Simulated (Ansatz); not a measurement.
# SiO2 (silicon dioxide molecule): B2PLYP/STO-3G

What is the electronic atomisation energy of SiO2 (silicon dioxide molecule) at B2PLYP/STO-3G? 

The results are computed with Ansatz 0.2.0.

35 further runs of the same task are left out: 5 that didn't finish, 30 set aside as unsound or not needed.

## Step 1: The molecule

The species is SiO2 (3 atoms), meant as a singlet with charge 0. As SMILES, `O=[Si]=O`. Geometry: relaxed at PBE0-D4/def2-TZVP.

Bond lengths: O1–Si2 1.506 Å, Si2–O3 1.506 Å. Angles: O1–Si2–O3 180.0°.

## Step 2: A single-point energy at B2PLYP/STO-3G

The input, job.yaml:

```yaml
crystal:
  periodic: [false, false, false]
  atoms:
    - symbol: O
      position_ang: [0.697730, 1.229600, 0.518760]
    - symbol: Si
      position_ang: [-0.000010, 0.000000, -0.000000]
    - symbol: O
      position_ang: [-0.697730, -1.229610, -0.518760]
basis:
  gaussian: {orbitals: STO-3G}
hamiltonian: {xc: {name: B2PLYP}}
correlation: {frozen_orbitals: {O: 1, Si: 5}}
accuracy: high
```

Run with:

```bash
$ ansatz run job.yaml --threads 1 --pin off --max-ram 3480MiB --events-out events.jsonl --progress --plain --runs-dir runs
```

The program printed:

```text
Warning: RAYON_NUM_THREADS=1 ignored (pool sized by the plan → 1); use --threads N
Functional definition: B2PLYP
  name "B2PLYP"
  parameter a = 0.53
  parameter c = 0.27
  exchange = (1 - a)*b88_x + a*exact_x
  correlation = (1 - c)*lyp_c + c*(mp2_os + mp2_ss)
325 factors; integrals over basis functions are off by at most 2.9e-8 eV
mean field evaluation 1: about -11802.0531 eV, gradient 4.4e1 eV
mean field evaluation 2: about -11802.0624 eV, gradient 4.4e1 eV
mean field evaluation 4: about -11809.5787 eV, gradient 5.0e-1 eV
mean field evaluation 8: about -11809.5781 eV, gradient 2.1e-3 eV
mean field evaluation 16: about -11809.5781 eV, gradient 2.0e-8 eV
mean field -11809.57810668 eV, -433.9939906011 hartree, gradient 2.8e-9 eV, S^2 0.000000; 0 other end points of the search recorded, 0 dependent functions left out
7 core orbitals not correlated: weight in the atoms' cores, before any rotation towards them, 1.000 or more for the frozen orbitals, at most 0.000 for the correlated occupied ones
reference -11809.57811920 eV, -433.9939910611 hartree; 8, 8 occupied and 4, 4 virtual orbitals, 325 factors
second order -9.22546117 eV of doubles, -0.00000000 eV of singles
Total energy: -11812.06899372 eV, -434.0855290112 hartree
```

Run time: 0.96 s. Hardware: 1 thread of Arm Neoverse V2, shared host.

## Step 3: The O atom

The input, molecule.yaml:

```yaml
crystal:
  periodic: [false, false, false]
  atoms:
    - {symbol: O, position_ang: [0.000000, 0.000000, 0.000000]}
basis:
  gaussian:
    orbitals: STO-3G
magnetization:
  spin_polarized: true
  initial_magnetization: 2
hamiltonian:
  xc: {name: B2PLYP}
correlation:
  frozen_orbitals: {O: 1}
accuracy: high
```

Run the same way, it converges to -73.96694 Eh (log not shown).

## Step 4: The Si atom at the same level

The input, input.yaml:

```yaml
crystal:
  periodic: [false, false, false]
  atoms:
    - {symbol: Si, position_ang: [0.000000, 0.000000, 0.000000]}
basis:
  gaussian:
    orbitals: STO-3G
accuracy: high
hamiltonian:
  xc: {name: B2PLYP}
correlation:
  frozen_orbitals: {Si: 5}
magnetization:
  spin_polarized: true
  initial_magnetization: 2
```

Run with:

```bash
$ ansatz run input.yaml --threads 1 --pin off --max-ram 3480MiB --events-out events.jsonl --progress --plain --runs-dir runs
```

The program printed:

```text
Warning: RAYON_NUM_THREADS=1 ignored (pool sized by the plan → 1); use --threads N
Functional definition: B2PLYP
  name "B2PLYP"
  parameter a = 0.53
  parameter c = 0.27
  exchange = (1 - a)*b88_x + a*exact_x
  correlation = (1 - c)*lyp_c + c*(mp2_os + mp2_ss)
42 factors; integrals over basis functions are off by at most 2.5e-9 eV
mean field evaluation 1: about -7777.3524 eV, gradient 4.8e-1 eV
mean field evaluation 2: about -7777.3525 eV, gradient 4.8e-1 eV
mean field evaluation 4: about -7777.3531 eV, gradient 1.5e-3 eV
mean field evaluation 8: about -7777.3531 eV, gradient 6.4e-9 eV
mean field -7777.35308898 eV, -285.8124543406 hartree, gradient 6.4e-9 eV, S^2 2.000001; 0 other end points of the search recorded, 0 dependent functions left out
5 core orbitals not correlated: weight in the atoms' cores, before any rotation towards them, 1.000 or more for the frozen orbitals, at most 0.000 for the correlated occupied ones
reference -7777.35310202 eV, -285.8124548198 hartree; 3, 1 occupied and 1, 3 virtual orbitals, 42 factors
second order -0.27078590 eV of doubles, 0.00000000 eV of singles
Total energy: -7777.42621421 eV, -285.8151416434 hartree
```

Run time: 0.28 s. Hardware: 1 thread of Arm Neoverse V2, shared host.

## Step 5: Results

Level: B2PLYP/STO-3G, 7 core orbitals frozen.

```
                     quantity          value
       molecule: total energy  -434.08553 Eh
         O atom: total energy   -73.96694 Eh
                 O atom: ⟨S²⟩          2.000
        Si atom: total energy  -285.81514 Eh
                Si atom: ⟨S²⟩          2.000
electronic atomisation energy       9.157 eV
```

In words: Taking the molecule apart into free atoms costs 9.16 eV (884 kJ/mol), before zero-point energy and without spin-orbit coupling. In a minimal basis such a difference can be off by several eV, whatever the method.
